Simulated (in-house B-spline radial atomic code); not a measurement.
**Pb³⁺: ionisation energy by several methods**

One table from this session's results is given with a row withheld; the runs are named, their logs left out.

Program: in-house B-spline radial atomic code version 1. Level of theory: scalar-relativistic (X2C), several functionals, spin-polarised, exact exchange averaged over the configuration; spherical all-electron atom at the radial basis limit. These are calculated values, not measurements, unless marked.

### Starting point

```
element       : lead (Z = 82)
charge        : +3
electrons     : 79
configuration : [Xe] 4f14 5d10 6s1
nucleus       : Fermi, rms radius 5.501 fm
```

Outer shells as boxes (Hund's rule):

[Xe] 4f14 5d10 6s1
```
[Xe] core
4f [↑↓][↑↓][↑↓][↑↓][↑↓][↑↓][↑↓]
5d [↑↓][↑↓][↑↓][↑↓][↑↓]
6s [↑ ]
```

Where spins are not typed, each open shell is filled with up spins first.

The first run:

Settings of the run:

```ini
Z = 82
electrons = 79.0
configuration = [Xe] 4f14 5d10 6s1
hamiltonian = x2c
method = lc_wpbe
spin_polarised = True
nucleus = fermi
rms_radius = 5.5012
mass_number = 208
atomic_mass = 207.976652005
speed_of_light = 137.035999084
exact_exchange = averaged over the configuration
```

Run with:

```bash
$ python run_scf.py task.json out
```

One command runs all members of the session, one after another, from task.json.

Among the steps run: LC-ωPBE; TPSSh; B3LYP; HSE06; B97-1.

One of the session's tables, all rows but one given; the rest of the session is left out.

| method | ΔSCF (eV) |
| --- | --- |
| TPSSh | 42.390 |
| B3LYP | 42.853 |
| B97-1 | ? |
| LC-ωPBE | 42.329 |
| HSE06 | 42.504 |

Estimate the missing values for B97-1.

As computed: ΔSCF (eV): 42.357. In the column «ΔSCF (eV)» it lies between LC-ωPBE (42.329) and TPSSh (42.390).
